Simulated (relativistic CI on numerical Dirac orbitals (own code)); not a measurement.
# Ti³⁺: 3p photoemission multiplets

Aim: the 3p photoemission spectrum of Ti³⁺ in 4 surroundings, from the same atomic integrals.

The numbers are computed with relativistic CI on numerical Dirac orbitals (own code) version 1 (Dirac-Coulomb-Breit CI, KLI orbitals optimised for each configuration, model QED (radiative potential, 1s self-energy scaled to tabulated hydrogen-like ionisation energies), valence Slater integrals scaled by 0.8, multiplet model of photoemission in the sudden approximation), except any that are marked as measured or tabulated.

### Step 1. Starting point

| Item | Value |
| --- | --- |
| ion | Ti³⁺ (Ti IV) |
| nuclear charge | 22 |
| electrons | 19 |
| configurations | [Ar] 3d → [Ne] 3s2 3p5 3d |
| temperature | 300 K |
| widths | Lorentz 0.8 eV, Gauss 0.6 eV |
| surrounding 1 | free ion |
| surrounding 2 | D3d, 10Dq = 15450, Dsigma = -1200, Dtau = -390 cm⁻¹ |
| surrounding 3 | D3d, 10Dq = 15450, Dsigma = -720, Dtau = -390 cm⁻¹ |
| surrounding 4 | D3d, 10Dq = 15450, Dsigma = -240, Dtau = -390 cm⁻¹ |

### Step 2. Surrounding 1: free ion

Settings of the run:

```ini
atom Ti  Z=22  charge=3  electrons=19
nucleus A=48  rms_radius_fm=3.5921
hamiltonian dirac-coulomb  breit=on  qed=on  c_scale=1
orbitals kli  potential=per-configuration
slater_scale 0.8
correlation none
mixing on
configurations
  [Ar] 3d
  [Ne] 3s2 3p5 3d
end
photoemission 3p T=300 lorentz=0.8 gauss=0.6
crystal_field free
```

From the run's result record (rounded, not every field):

```text
{
  "status": "converged",
  "curve, one point in 4 above 2 % of the maximum [energy, intensity] [eV; 1/eV]": [
    [73.4, 0.0053],
    [73.8, 0.006484],
    [74.2, 0.008173],
    [74.6, 0.01074],
    [75, 0.01505],
    [75.4, 0.02345],
    [75.8, 0.04304],
    [76.2, 0.08445],
    [76.6, 0.1208],
    [77, 0.1185],
    [77.4, 0.1436],
    [77.8, 0.2178],
    [78.2, 0.2267],
    [78.6, 0.144],
    [79, 0.09004],
    [79.4, 0.09777],
    [79.8, 0.1695],
    [80.2, 0.2524],
    [80.6, 0.217],
    [81, 0.1153],
    [81.4, 0.05433],
    [81.8, 0.02985],
    [82.2, 0.0191],
    [82.6, 0.01345],
    [83, 0.01008],
    [83.4, 0.007899],
    [83.8, 0.006393],
    [84.2, 0.005308],
    [90.4, 0.008471],
    [90.8, 0.01824],
    [91.2, 0.03174],
    [91.6, 0.02788],
    [92, 0.01378],
    [92.4, 0.006486]
  ],
  "sticks, the strongest [energy, strength] [eV, share]": [
    [76.44, 0.03248],
    [76.56, 0.06937],
    [76.75, 0.02712],
    [76.79, 0.0186],
    [77.71, 0.05513],
    [77.98, 0.1512],
    [78.2, 0.1495],
    [80.05, 0.04249],
    [80.18, 0.1434],
    [80.34, 0.08444],
    [80.36, 0.02811],
    [80.54, 0.02891],
    [80.58, 0.07408],
    [91.34, 0.04105]
  ],
  "centroid [eV]": 79.4623,
  "spread [eV]": 3.10574,
  "peak [eV]": 80.3,
  "ground_S": 0.5,
  "radial 3p5 3d [Ha, bohr]": {"<r^-3>(3p)": 32.806, "<r^1>(3p)": 1.0274, "<r^2>(3p)": 1.2274, "<r^4>(3p)": 2.4781, "zeta(3p)": 0.016841, "<r^-3>(3d)": 3.0753, "<r^1>(3d)": 1.141, "<r^2>(3d)": 1.5721, "<r^4>(3d)": 4.7527, "F2(3p,3d)": 0.40729, "G1(3p,3d)": 0.5043, "G3(3p,3d)": 0.30999, "zeta(3d)": 0.00076569}
}
```

Wall time 0.09 s (1 thread, shared host).

### Step 3. Surrounding 2: D3d, 10Dq = 15450, Dsigma = -1200, Dtau = -390

Settings: those of step 2 with these lines changed.

```diff
@@ -12,2 +12,2 @@
 photoemission 3p T=300 lorentz=0.8 gauss=0.6
-crystal_field free
+crystal_field D3d 10Dq=15450 Dsigma=-1200 Dtau=-390
```

From the record:

```text
{
  "status": "converged",
  "curve, one point in 6 above 2 % of the maximum [energy, intensity] [eV; 1/eV]": [
    [72.8, 0.003965],
    [73.4, 0.005098],
    [74, 0.006847],
    [74.6, 0.009795],
    [75.2, 0.01552],
    [75.8, 0.02977],
    [76.4, 0.08051],
    [77, 0.186],
    [77.6, 0.1764],
    [78.2, 0.1919],
    [78.8, 0.1634],
    [79.4, 0.1004],
    [80, 0.1453],
    [80.6, 0.1897],
    [81.2, 0.1002],
    [81.8, 0.05925],
    [82.4, 0.03075],
    [83, 0.01441],
    [83.6, 0.008696],
    [84.2, 0.006077],
    [84.8, 0.004581],
    [91.2, 0.005468],
    [91.8, 0.01628],
    [92.4, 0.02573],
    [93, 0.01061]
  ],
  "sticks, the strongest [energy, strength] [eV, share]": [
    [76.91, 0.03707],
    [76.95, 0.03974],
    [77.05, 0.04499],
    [78.21, 0.03578],
    [78.31, 0.06886],
    [78.59, 0.05208],
    [78.74, 0.04671],
    [80.29, 0.06327]
  ],
  "centroid [eV]": 79.4641,
  "spread [eV]": 3.07607,
  "peak [eV]": 77.2,
  "ground_S": 0.5
}
```

Run time: 0.091 s. Hardware: 1 thread, shared host.

### Step 4. Surrounding 3: D3d, 10Dq = 15450, Dsigma = -720, Dtau = -390

Settings: those of step 3 with these lines changed.

```diff
@@ -12,2 +12,2 @@
 photoemission 3p T=300 lorentz=0.8 gauss=0.6
-crystal_field D3d 10Dq=15450 Dsigma=-1200 Dtau=-390
+crystal_field D3d 10Dq=15450 Dsigma=-720 Dtau=-390
```

From the record:

```text
{
  "status": "converged",
  "curve, one point in 6 above 2 % of the maximum [energy, intensity] [eV; 1/eV]": [
    [72.9, 0.004131],
    [73.5, 0.00535],
    [74.1, 0.007256],
    [74.7, 0.01054],
    [75.3, 0.01717],
    [75.9, 0.03486],
    [76.5, 0.09944],
    [77.1, 0.194],
    [77.7, 0.1661],
    [78.3, 0.1983],
    [78.9, 0.1411],
    [79.5, 0.1015],
    [80.1, 0.1725],
    [80.7, 0.1771],
    [81.3, 0.08761],
    [81.9, 0.05464],
    [82.5, 0.02548],
    [83.1, 0.01268],
    [83.7, 0.008024],
    [84.3, 0.005729],
    [84.9, 0.004372],
    [91.4, 0.008175],
    [92, 0.02342],
    [92.6, 0.02044],
    [93.2, 0.00664]
  ],
  "sticks, the strongest [energy, strength] [eV, share]": [
    [76.94, 0.03754],
    [77.02, 0.04233],
    [77.18, 0.0343],
    [78.3, 0.06689],
    [78.49, 0.04777],
    [78.66, 0.03504],
    [80.28, 0.06228],
    [80.46, 0.03813]
  ],
  "centroid [eV]": 79.4642,
  "spread [eV]": 3.07464,
  "peak [eV]": 80.4,
  "ground_S": 0.5
}
```

Run time: 0.091 s. Hardware: 1 thread, shared host.

### Step 5. Surrounding 4: D3d, 10Dq = 15450, Dsigma = -240, Dtau = -390

Settings: those of step 4 with these lines changed.

```diff
@@ -12,2 +12,2 @@
 photoemission 3p T=300 lorentz=0.8 gauss=0.6
-crystal_field D3d 10Dq=15450 Dsigma=-720 Dtau=-390
+crystal_field D3d 10Dq=15450 Dsigma=-240 Dtau=-390
```

From the record:

```text
{
  "status": "converged",
  "curve, one point in 6 above 2 % of the maximum [energy, intensity] [eV; 1/eV]": [
    [73, 0.00431],
    [73.6, 0.005623],
    [74.2, 0.00771],
    [74.8, 0.0114],
    [75.4, 0.01916],
    [76, 0.04152],
    [76.6, 0.1211],
    [77.2, 0.1914],
    [77.8, 0.1652],
    [78.4, 0.1964],
    [79, 0.1225],
    [79.6, 0.111],
    [80.2, 0.1964],
    [80.8, 0.1546],
    [81.4, 0.0816],
    [82, 0.04824],
    [82.6, 0.0213],
    [83.2, 0.01136],
    [83.8, 0.00746],
    [84.4, 0.00542],
    [85, 0.004182],
    [91.5, 0.01056],
    [92.1, 0.02651],
    [92.7, 0.01637],
    [93.3, 0.005259]
  ],
  "sticks, the strongest [energy, strength] [eV, share]": [
    [76.93, 0.03515],
    [76.99, 0.03827],
    [77.16, 0.03481],
    [78.31, 0.05137],
    [78.38, 0.04423],
    [78.59, 0.0393],
    [80.27, 0.07281],
    [80.39, 0.04087]
  ],
  "centroid [eV]": 79.4642,
  "spread [eV]": 3.07334,
  "peak [eV]": 80.4,
  "ground_S": 0.5
}
```

Wall time 0.091 s (1 thread, shared host).

### Step 6. The spectra side by side

| surrounding | ground S | centroid (eV) | spread (eV) | up to four highest peaks (% of the highest), eV |
| --- | --- | --- | --- | --- |
| 1: free | 0.50 | 79.46 | 3.11 | 76.7 (48), 78.0 (93), 80.3 (100), 91.3 (13) |
| 2: D3d | 0.50 | 79.46 | 3.08 | 77.2 (100), 78.4 (100), 80.5 (99), 92.3 (13) |
| 3: D3d | 0.50 | 79.46 | 3.07 | 77.2 (96), 78.4 (98), 80.4 (100), 92.2 (13) |
| 4: D3d | 0.50 | 79.46 | 3.07 | 77.1 (93), 78.3 (96), 80.4 (100), 92.2 (13) |

### Step 7. Outcome

| quantity | value |
| --- | --- |
| highest peak, first run | 80.3 eV |
| ground spin (effective S from ⟨S²⟩) | 0.50 |

The position of the maximum differs by up to 3.2 eV between the surroundings, by shifts of peaks or by peaks exchanging rank. Energies are those of the free ion without screening by ligands; binding energies in solids differ by tens of eV.
